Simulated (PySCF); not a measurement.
**C4H11BSi: electronic excitations**

Aim: predict the electronic excitations of C4H11BSi (`C=C[SiH2]CBC`).

Programs: PySCF 2.14.0, with density-fitted response routines of our own. Each step states its level of theory. These are calculated values for one molecule in the gas phase, unless marked as measured. Atoms are numbered from 0 throughout.

## 1. The molecule as given

17 atoms, charge 0, multiplicity 1; geometry from: GFN2-xTB.

Bonds of the start (Å): C0–C1 1.32, C1–Si2 1.89, Si2–C3 1.92, C3–B4 1.55, B4–C5 1.58, C0–H6 1.08, C0–H7 1.08, C1–H8 1.08, Si2–H9 1.47, Si2–H10 1.47, C3–H11 1.09, C3–H12 1.09, B4–H13 1.18, C5–H14 1.09, C5–H15 1.09, C5–H16 1.09.

## 2. TDDFT and polarisability: PBE0/def2-SVPD

Job settings and geometry (Å):

```
{"job": {"kind": "uv", "xc": "PBE0", "basis": "def2-SVPD", "nstates": 8, "ntriplets": 3}, "charge": 0, "multiplicity": 1}
C      3.254472     0.661068    -0.862960
C      2.431612    -0.222392    -0.320300
Si     0.642698    -0.500800    -0.850298
C     -0.445844    -0.344395     0.720905
B     -1.917881    -0.593331     0.304264
C     -2.833377     0.586537    -0.196211
H      2.940951     1.300592    -1.672203
H      4.274905     0.790514    -0.533561
H      2.811768    -0.836022     0.489578
H      0.262999     0.497534    -1.857922
H      0.525252    -1.846654    -1.433393
H     -0.267796     0.651530     1.127409
H     -0.064811    -1.069178     1.440249
H     -2.352673    -1.684964     0.314610
H     -3.701848     0.696599     0.453594
H     -3.233959     0.373776    -1.187177
H     -2.333467     1.551617    -0.240587
```

Level: TDDFT PBE0/def2-SVPD, vertical, gas phase, core orbitals frozen in the response.

Launch:

```bash
OMP_NUM_THREADS=1 python probes_run.py task.json out
```

One launch serves the whole session: the jobs run in the order shown.

Standard output:

```text
coarse grid: 13880 points
cycle   1  E = -472.6655202101  dE =  2.178e-01  |g| = 4.802e-01  |ddm| = 5.110e+00
cycle   2  E = -472.6557103075  dE =  9.810e-03  |g| = 5.151e-01  |ddm| = 1.248e+00
cycle   3  E = -472.7289634890  dE = -7.325e-02  |g| = 3.505e-02  |ddm| = 6.178e-01
cycle   4  E = -472.7290944831  dE = -1.310e-04  |g| = 2.993e-02  |ddm| = 9.199e-02
cycle   5  E = -472.7293329167  dE = -2.384e-04  |g| = 5.826e-03  |ddm| = 4.125e-02
cycle   6  E = -472.7293423007  dE = -9.384e-06  |g| = 1.608e-03  |ddm| = 9.418e-03
final grid: 127064 points
cycle   7  E = -472.7928590261  dE = -2.674e-05  |g| = 8.006e-03  |ddm| = 8.139e-02
cycle   8  E = -472.7928534970  dE =  5.529e-06  |g| = 9.243e-03  |ddm| = 2.011e-02
cycle   9  E = -472.7928763131  dE = -2.282e-05  |g| = 7.084e-04  |ddm| = 1.052e-02
cycle  10  E = -472.7928764445  dE = -1.314e-07  |g| = 1.940e-04  |ddm| = 1.055e-03
cycle  11  E = -472.7928764532  dE = -8.758e-09  |g| = 7.219e-05  |ddm| = 3.038e-04
cycle  12  E = -472.7928764546  dE = -1.392e-09  |g| = 1.608e-05  |ddm| = 1.115e-04
cycle  13  E = -472.7928764547  dE = -6.935e-11  |g| = 3.375e-06  |ddm| = 3.295e-05
converged SCF energy = -472.7928764547

Static polarisability (au): isotropic 91.841, principal 74.579 82.276 118.668

Singlet excitations
state   eV       nm        f      main configurations
  1   5.9239    209.3   0.08970   H->L 0.68, H-1->L 0.20
  2   6.1808    200.6   0.00869   H-2->L 0.91
  3   6.5048    190.6   0.00069   H-1->L 0.65, H->L 0.23
  4   6.6025    187.8   0.01672   H-1->L+1 0.66, H->L+1 0.15
  5   7.0712    175.3   0.26004   H->L+1 0.61, H-3->L 0.19
  6   7.3607    168.4   0.15588   H-3->L 0.66, H-1->L+1 0.12, H->L+1 0.08
  7   7.4323    166.8   0.02239   H->L+3 0.84
  8   7.4663    166.1   0.19878   H-4->L 0.85

Triplet excitations (Tamm-Dancoff, eV): 4.3109 5.3347 5.5936
```

It took 53 s on 1 thread of Arm Neoverse N1, shared host; peak memory 0.84 GiB.

The orbitals next to the gap, with their largest atomic shares:

```csv
orbital,eV,atoms
HOMO−3,-9.20,"Si2 20 %, C1 18 %, C3 14 %"
HOMO−2,-8.78,"B4 29 %, C5 26 %, H13 16 %"
HOMO−1,-8.49,"C1 22 %, C3 15 %, Si2 14 %"
HOMO,-7.87,"C0 31 %, C1 31 %, C3 11 %"
LUMO,-0.81,"B4 40 %, C3 14 %, C5 11 %"
LUMO+1,-0.31,"C0 33 %, C1 30 %, Si2 10 %"
LUMO+2,0.66,"B4 36 %, Si2 11 %, C5 8 %"
```

With each of the 8 states as a Gaussian band of 0.4 eV half-width at 1/e, the curve within the window shown has maxima at 209 nm (ε 3,900), 170 nm (ε 21,000) L/(mol cm). Beyond the last state computed it falls off for lack of states. The curve at chosen wavelengths:

nm, ε (L/mol/cm) and a bar:
```
      160       7809 ###########
      163      13301 ###################
      166      18269 ##########################
      169      21052 ##############################
      172      21038 ##############################
      175      18666 ###########################
      178      14908 #####################
      180      12163 #################
      183       8354 ############
      186       5409 #######
      189       3514 #####
      192       2567 ###
      195       2342 ###
      198       2594 ###
      201       3077 ####
      204       3566 #####
      207       3874 #####
      210       3896 #####
      213       3622 #####
      215       3307 ####
      218       2716 ###
      221       2084 ##
      224       1501 ##
      227       1020 #
      230        657 
      233        403
```

Ground-state properties from the same run:

```csv
property,computed
dipole moment (D),0.95
polarisability (Å³),13.61
HOMO–LUMO gap (eV),7.07
−ε(HOMO) (eV),7.87
```

## 3. What came out

| quantity | value |
| --- | --- |
| lowest singlet (PBE0/def2-SVPD) | 5.92 eV (209 nm), f = 0.090 |
| brightest single state of those computed | state 5, 7.07 eV, f = 0.260 |
| lowest triplet | 4.31 eV |

The first singlet state (HOMO→LUMO 0.68, HOMO−1→LUMO 0.20) lies at 5.92 eV and is bright; of the 8 states computed, the strongest absorption comes from state 5 at 7.07 eV (the last state computed is bright too, and its partners may lie past the list). The lowest triplet lies 1.61 eV below the lowest singlet (triplets in Tamm-Dancoff, singlets in full TDDFT).
